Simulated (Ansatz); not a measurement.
GeCN2 under changes of volume

One of the cells (13.716 Å³/atom); the others are scaled copies at fixed shape and fractional positions:

```xyz
4
Lattice="1.7938 1.0356 4.9220 -1.7938 1.0356 4.9220 0.0000 -2.0713 4.9220" Properties=species:S:1:pos:R:3 pbc="T T T"
Ge    0.0000    0.0000    0.0000
N     0.0000    0.0000    8.6219
N     0.0000    0.0000    6.1440
C     0.0000    0.0000    7.3829
```

The cell comes from a database or a generator and needn't be the stable form of this composition.

```yaml
Program: Ansatz 0.2.0
Functional: LDA
Potentials_or_basis: Ansatz PAW
Cutoff: "420 eV (not typed: the program's choice for these potentials)"
k_mesh: 9 × 9 × 9
Occupations: fermi-dirac, width 0.05 eV
Spin: no spin polarisation
```

```tsv
volume (Å³/atom)	energy over the lowest point (meV/atom)	pressure (GPa)	gap on the mesh (eV)	largest force (eV/Å)
12.893	?	?	?	?
13.167	0.00	-1.3	0.88	0.877
13.441	4.71	-4.1	0.93	0.252
13.716	14.01	-6.7	0.97	0.332
13.990	27.39	-8.9	1.01	0.877
14.264	44.50	-11.0	1.05	1.386
14.538	65.01	-12.9	1.09	1.862
```

Problem. What does the run at 12.893 Å³/atom give?

Solution. Energy over the lowest point 0.29 meV/atom; pressure 1.7 GPa; gap on the mesh 0.83 eV; largest force 1.547 eV/Å.

Worked out: A Birch-Murnaghan fit of order 3 (a polynomial in V^(-2/3)) to the other rows has its minimum at 13.04 Å³/atom, just outside them, with B0 = V·E''(V) = 145 GPa and B' = 3.7 at fixed shape and positions, which overstates the stiffness. It gives 0.28 meV/atom at 12.893 Å³/atom, against the run's 0.29, and -dE/dV = 1.7 GPa, against 1.7. A straight line through the other rows of the gap, of slope 2.09 eV per unit of ln V, extrapolates to 0.84 eV, against the run's 0.83.

Energies are extrapolated to zero smearing.

Caveats: odd divisions of the mesh miss points on the zone boundary, where band edges often lie, so the gap on the mesh can be too wide; the PAW data sets come from PBE, with cores solved anew for the run's functional, which leaves a small shift of forces and pressure; forces of over 1 eV/Å show positions far from the minimum, so gaps and moduli don't describe the material at rest (some runs).

A mesh can miss the band edges. Spin-orbit coupling on Ge is left out.
